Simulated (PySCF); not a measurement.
# One shape, several levels: Si2H4SF2 (SMILES F[SiH](F)S[SiH3])

Wanted: a comparison of 6 runs (HF/STO-3G, HF/3-21G, HF/def2-SVP, HF/def2-TZVP, BLYP/def2-SVP, MP2/STO-3G) of Si2H4SF2. 

Program for the calculation: PySCF 2.14.0.

### Step 1. Starting point

Si2H4SF2: 9 atoms, total charge 0, spin state singlet. As SMILES, `F[SiH](F)S[SiH3]`. The shape is that of a PBE0-D4/def2-TZVP optimisation. This is one conformer, not always the lowest.

Bond lengths: F1–Si2 1.588 Å, Si2–F3 1.585 Å, Si2–S4 2.098 Å, S4–Si5 2.157 Å, Si2–H6 1.470 Å, Si5–H7 1.481 Å, Si5–H8 1.482 Å, Si5–H9 1.481 Å. Some angles: F1–Si2–F3 105.5°, F1–Si2–S4 110.7°, F3–Si2–S4 111.7°, Si2–S4–Si5 98.6°, F1–Si2–H6 109.7°, F3–Si2–H6 108.7°, S4–Si2–H6 110.3°, S4–Si5–H7 110.3°, S4–Si5–H8 110.0°, S4–Si5–H9 105.2°.

### Step 2. Energy and gradient at HF/STO-3G (run 1)

Input file calc.py:

```python
# F[SiH](F)S[SiH3]
from pyscf import gto

mol = gto.M(
    atom=[
    ('F', (-0.057300, 1.586400, -1.241200)),
    ('Si', (-1.029600, 0.332000, -1.197300)),
    ('F', (-0.386500, -0.737100, -2.174700)),
    ('S', (-1.198400, -0.407900, 0.759000)),
    ('Si', (0.886700, -0.352300, 1.306600)),
    ('H', (-2.352100, 0.710800, -1.715600)),
    ('H', (1.252300, 0.995000, 1.801200)),
    ('H', (1.726900, -0.716700, 0.141600)),
    ('H', (1.031800, -1.352500, 2.389400)),
],
    spin=0,
    verbose=3,
    basis='sto-3g',
    max_memory=1860,
)

myscf = mol.RHF()
myscf.conv_tol = 1e-10
myscf.kernel()
if not myscf.converged:
    myscf = myscf.newton().run(myscf.mo_coeff, myscf.mo_occ)

e_final = myscf.e_tot
print('Final energy', e_final)
grad = myscf.nuc_grad_method().kernel()
dip = myscf.dip_moment()
pop, q = myscf.mulliken_pop()
```

Run with:

```console
$ OMP_NUM_THREADS=1 python calc.py
```

The log of the run:

```text
converged SCF energy = -1162.87394432422
Final energy -1162.87394432422
[... 8 lines left out ...]
Dipole moment(X, Y, Z, Debye):  0.20465,  0.15291,  0.35873
[... 51 lines left out ...]
charge of    8H =     -0.14225
```

It took 4.8 s on 1 thread of Intel Xeon at 2.70GHz, shared host; peak memory 0.12 GiB.

### Step 3. Energy and gradient at HF/3-21G (run 2)

Input file run.py:

```python
from pyscf import gto, scf

mol = gto.M(
    atom='''
F       -0.057300       1.586400      -1.241200
Si      -1.029600       0.332000      -1.197300
F       -0.386500      -0.737100      -2.174700
S       -1.198400      -0.407900       0.759000
Si       0.886700      -0.352300       1.306600
H       -2.352100       0.710800      -1.715600
H        1.252300       0.995000       1.801200
H        1.726900      -0.716700       0.141600
H        1.031800      -1.352500       2.389400
''',
    verbose=3,
    basis='3-21g',
    max_memory=1860,
    spin=0,
)

mf = scf.RHF(mol)
mf.conv_tol = 1e-10
mf.kernel()
if not mf.converged:
    mf = mf.newton().run(mf.mo_coeff, mf.mo_occ)

e_tot = mf.e_tot
print(f'total energy: {e_tot:.8f} hartree')
grad = mf.nuc_grad_method().kernel()
mf.analyze()
```

Run with:

```console
$ OMP_NUM_THREADS=1 python run.py
```

The log of the run:

```text
converged SCF energy = -1170.63323197298
[... 19 lines left out ...]
MO #10  energy= -6.24783253157049  occ= 2
[... 10 lines left out ...]
MO #21  energy= -0.801060230640692 occ= 2
[... 10 lines left out ...]
MO #32  energy= -0.452297046303136 occ= 2
[... 10 lines left out ...]
MO #43  energy= 0.412996699360727  occ= 0
[... 10 lines left out ...]
MO #54  energy= 1.30334742924328   occ= 0
[... 10 lines left out ...]
MO #65  energy= 3.95528269382497   occ= 0
[... 10 lines left out ...]
Dipole moment(X, Y, Z, Debye):  0.77948,  0.37394,  0.48128
```

Wall time 5.4 s (1 thread of Intel Xeon at 2.70GHz, shared host); peak memory 0.14 GiB.

### Step 4. Energy and gradient at HF/def2-SVP (run 3)

Input file calc.py:

```python
import pyscf.grad
from pyscf import gto, scf

mol = gto.Mole()
mol.atom = '''
F   -0.057300   1.586400  -1.241200
Si  -1.029600   0.332000  -1.197300
F   -0.386500  -0.737100  -2.174700
S   -1.198400  -0.407900   0.759000
Si   0.886700  -0.352300   1.306600
H   -2.352100   0.710800  -1.715600
H    1.252300   0.995000   1.801200
H    1.726900  -0.716700   0.141600
H    1.031800  -1.352500   2.389400
'''
mol.verbose = 3
mol.basis = 'def2-svp'
mol.spin = 0
mol.max_memory = 1860
mol.charge = 0
mol.build()

mf = scf.RHF(mol)
mf.conv_tol = 1e-10
mf.kernel()
if not mf.converged:
    mf = mf.newton().run(mf.mo_coeff, mf.mo_occ)

e_tot = mf.e_tot
print('Final energy', e_tot)
grad = mf.Gradients().kernel()
mf.analyze()
```

Run with:

```console
$ OMP_NUM_THREADS=1 python calc.py
```

The log of the run:

```text
converged SCF energy = -1176.30952350895
[... 21 lines left out ...]
MO #12  energy= -4.34840792564928  occ= 2
[... 17 lines left out ...]
MO #30  energy= -0.517305819581032 occ= 2
[... 17 lines left out ...]
MO #48  energy= 0.54953417872275   occ= 0
[... 17 lines left out ...]
MO #66  energy= 1.12955264416466   occ= 0
[... 17 lines left out ...]
MO #84  energy= 1.92585619317873   occ= 0
[... 17 lines left out ...]
MO #102 energy= 3.99406871813973   occ= 0
[... 10 lines left out ...]
Dipole moment(X, Y, Z, Debye):  0.02442,  0.04407,  0.88601
```

Wall time 18 s (1 thread of Intel Xeon at 2.70GHz, shared host); peak memory 0.22 GiB.

Runs 4 to 5 aren't shown in full; the table further down has their settings and results.

### Step 5. Energy and gradient at MP2/STO-3G (run 6)

Input file start.xyz:

```xyz
9

F     -0.057300     1.586400    -1.241200
Si    -1.029600     0.332000    -1.197300
F     -0.386500    -0.737100    -2.174700
S     -1.198400    -0.407900     0.759000
Si     0.886700    -0.352300     1.306600
H     -2.352100     0.710800    -1.715600
H      1.252300     0.995000     1.801200
H      1.726900    -0.716700     0.141600
H      1.031800    -1.352500     2.389400
```

Input file input.py:

```python
import pyscf.grad
from pyscf import gto, mp

mol = gto.Mole()
mol.atom = 'start.xyz'
mol.charge = 0
mol.basis = 'sto-3g'
mol.max_memory = 1860
mol.verbose = 4
mol.spin = 0
mol.build()

calc0 = mol.RHF()
calc0.conv_tol = 1e-10
calc0.kernel()
if not calc0.converged:
    calc0 = calc0.newton().run(calc0.mo_coeff, calc0.mo_occ)

pt = mp.MP2(calc0, frozen=17).run()
e_final = pt.e_tot
print('E(%s) = %.9f' % ('MP2', e_final))
grad = pt.Gradients().kernel()
calc0.analyze()
```

Run with:

```console
$ OMP_NUM_THREADS=1 python input.py
```

The log of the run:

```text
PySCF version 2.14.0

[... 81 lines left out ...]
Nuclear Repulsion Energy =             383.564110877855171
[... 10 lines left out ...]
MO #5   energy= -25.8391845946842  occ= 2
[... 8 lines left out ...]
MO #14  energy= -4.08122019713844  occ= 2
[... 8 lines left out ...]
MO #23  energy= -0.542257343793872 occ= 2
[... 8 lines left out ...]
MO #32  energy= -0.311361554916427 occ= 2
[... 8 lines left out ...]
MO #41  energy= 0.594280979405561  occ= 0
[... 53 lines left out ...]
Dipole moment(X, Y, Z, Debye):  0.20465,  0.15291,  0.35873
```

It took 6.9 s on 1 thread of Intel Xeon at 2.70GHz, shared host; peak memory 0.14 GiB.

### Step 6. The series

```tsv
run	level	integration grid	frozen core orbitals	energy (Eh)	dipole moment (D) of the reference	HOMO energy (eV)	LUMO energy (eV)	wall time
1	HF/STO-3G	–	–	-1162.873944	0.44	-7.32	10.28	4.8 s
2	HF/3-21G	–	–	-1170.633232	0.99	-11.15	2.83	5.4 s
3	HF/def2-SVP	–	–	-1176.309524	0.89	-10.95	3.58	18 s
4	HF/def2-TZVP	–	–	-1176.927607	0.95	-10.92	2.91	1.9 min
5	BLYP/def2-SVP	5	–	-1178.923510	0.71	-6.50	-0.61	43 s
6	MP2/STO-3G	–	17	-1162.996167	0.44	-7.32	10.28	6.9 s
```

### Step 7. What came out

| quantity | value |
| --- | --- |
| run 6: total energy | -1162.99617 Eh |
| run 6: dipole moment (Hartree–Fock density) | 0.44 D |
| run 6: HOMO energy (Hartree–Fock orbitals) | -7.32 eV |
| run 6: LUMO energy (Hartree–Fock orbitals) | 10.28 eV |
| run 6: HOMO–LUMO gap (Hartree–Fock orbitals) | 17.60 eV |
| run 6: correlation energy (17 core orbitals frozen) | -122.2 mEh |
| run 6: largest force on an atom | 2.326 eV/Å |

In words: Over runs 1, 2, 3, 4, 5 the dipole moment (its size) runs from 0.44 D (HF/STO-3G) to 0.99 D (HF/3-21G). Over runs 1, 2, 3, 4, 5 the HOMO–LUMO gap runs from 5.89 eV (BLYP/def2-SVP) to 17.60 eV (HF/STO-3G). The two ends differ in method and basis. In runs 1, 6 the basis is minimal, so the values are rough. All runs together took 3.2 min, the longest 1.9 min.
